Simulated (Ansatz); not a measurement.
Write a Python script for the Ansatz DFT code, driven from Python that makes energies of removing a hydrogen of FH6PSi2, SMILES F[SiH2]P[SiH3]. Use (for the species named): PBE0, aug-cc-pVDZ basis, multiplicity 1.

Input file `fh6psi2.xyz`:
```text
10

F    -1.61790    0.06510    1.71860
Si   -1.01090    1.09220    0.62990
P     1.10370    0.63580    0.42950
Si    0.84800   -1.33140   -0.46260
H    -1.68600    0.93210   -0.69510
H    -1.15610    2.51230    1.09040
H     1.41230    1.35450   -0.74270
H    -0.09230   -1.18270   -1.63230
H     0.20700   -2.25820    0.58250
H     2.07540   -1.87090   -0.91530
```

The script, `fh6psi2_bde.py`:
```python
"""Cost of removing each kind of hydrogen from FH6PSi2, fragments frozen."""

import ansatz as az

config = {
    "basis_set": "aug-cc-pVDZ",
    "functional": "pbe0",
}


def energy_of(molecule, charge=0, unpaired=0):
    calc = molecule.calculation().basis(gaussian=config["basis_set"]).functional(config["functional"])
    if charge:
        calc = calc.charge(charge)
    if unpaired:
        calc = calc.spin("collinear", total=unpaired)
    return calc.run(threads=1, backend="cpu").report["free_energy_ev"]

def without(molecule, index):
    rest = az.Crystal.molecule()
    for i, site in enumerate(molecule.cartesian_sites):
        if i != index:
            rest = rest.atom(site.symbol, site.position_ang)
    return rest

molecule = az.Crystal.molecule_from_extxyz("fh6psi2.xyz")

whole = energy_of(molecule, 0)
hydrogen = energy_of(az.Crystal.molecule().atom("H", (0, 0, 0)), 0, 1)
print(f"E(molecule) = {whole:.5f} eV, E(H) = {hydrogen:.5f} eV")
for index in [5, 6, 9]:
    radical = energy_of(without(molecule, index), 0, 1)
    print(f"H{index}: homolysis {96.485332 * (radical + hydrogen - whole):.1f} kJ/mol")
    anion = energy_of(without(molecule, index), -1)
    print(f"H{index}: loss of a proton {96.485332 * (anion - whole):.1f} kJ/mol")
```

```console
$ python fh6psi2_bde.py
E(molecule) = -27847.42433 eV, E(H) = -13.62341 eV
H5: homolysis 374.2 kJ/mol
H5: loss of a proton 1575.3 kJ/mol
H6: homolysis 332.1 kJ/mol
H6: loss of a proton 1426.9 kJ/mol
H9: homolysis 362.3 kJ/mol
H9: loss of a proton 1533.6 kJ/mol
```

Notes:
- These settings explore the input space; basis and method may be short of convergence.
- The geometry is a force-field or estimated start, not a minimum of this method, and the basis set is short of its limit. All parts are taken at fixed geometry, without zero-point energy.
- Timing: 94 s on 1 thread of Arm Neoverse V1, on a shared host, peak memory 0.6 GiB.
